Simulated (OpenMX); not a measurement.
## HPbNO4 under changes of volume

One of the cells (15.590 Å³/atom); the others are scaled copies at fixed shape and fractional positions:

```
H Pb N O
1.0
     4.27531   -0.00040    0.00636
    -2.08399    5.20775   -0.04907
    -2.12377   -1.86574    4.91491
H Pb N O
1 1 1 4
Direct
  0.99073 0.03330 0.90994
  0.50274 0.81989 0.14287
  0.00838 0.47408 0.50265
  0.99816 0.92741 0.02877
  0.19467 0.73435 0.60852
  0.81673 0.35882 0.24556
  0.01381 0.33121 0.65217
```

The cell was built by a generator and needn't be a form met in nature.

* Program: OpenMX 3.8.5
* Functional: LDA
* Potentials or basis: OpenMX 2013 LDA set, H6.0-s2p1, Pb8.0-s3p2d2f1, N6.0-s2p2d1, O6.0-s2p2d1, fixed grid of 48 × 64 × 64 points
* k mesh: 9 × 7 × 7
* Occupations: fermi-dirac, width 0.05 eV
* Spin: no spin polarisation

| volume (Å³/atom) | energy over the lowest point (meV/atom) | gap on the mesh (eV) | largest force (eV/Å) |
| --- | --- | --- | --- |
| 14.654 | ? | ? | ? |
| 14.966 | 0.00 | 2.94 | 1.482 |
| 15.278 | 0.89 | 2.91 | 0.881 |
| 15.590 | 5.30 | 2.88 | 0.436 |
| 15.902 | 12.89 | 2.85 | 0.373 |
| 16.213 | 23.33 | 2.82 | 0.814 |
| 16.525 | 36.33 | 2.78 | 1.279 |

Q: What does the run at 14.654 Å³/atom give?

A: Energy over the lowest point 3.01 meV/atom; gap on the mesh 2.97 eV; largest force 2.135 eV/Å.

Worked out: A Birch-Murnaghan fit of order 3 (a polynomial in V^(-2/3)) to the other rows has its minimum at 15.05 Å³/atom with B0 = V·E''(V) = 95 GPa and B' = 4.2 at fixed shape and positions, which overstates the stiffness. It gives 3.06 meV/atom at 14.654 Å³/atom, against the run's 3.01. A straight line through the other rows of the gap, of slope -1.58 eV per unit of ln V, extrapolates to 2.98 eV, against the run's 2.97.

Energies are extrapolated to zero smearing.

Caveats: the basis has few d functions beyond the semicore shells, which can make volumes several per cent too large; spin-orbit coupling is left out, which as a rule narrows the gap of such compounds by several tenths of an eV; an odd mesh through Γ misses points on the zone boundary, where band edges often lie; the basis of atomic orbitals isn't converged, which shifts pressures, moduli and gaps; forces of over 1 eV/Å show positions far from the minimum, so gaps and moduli don't describe the material at rest (some runs).
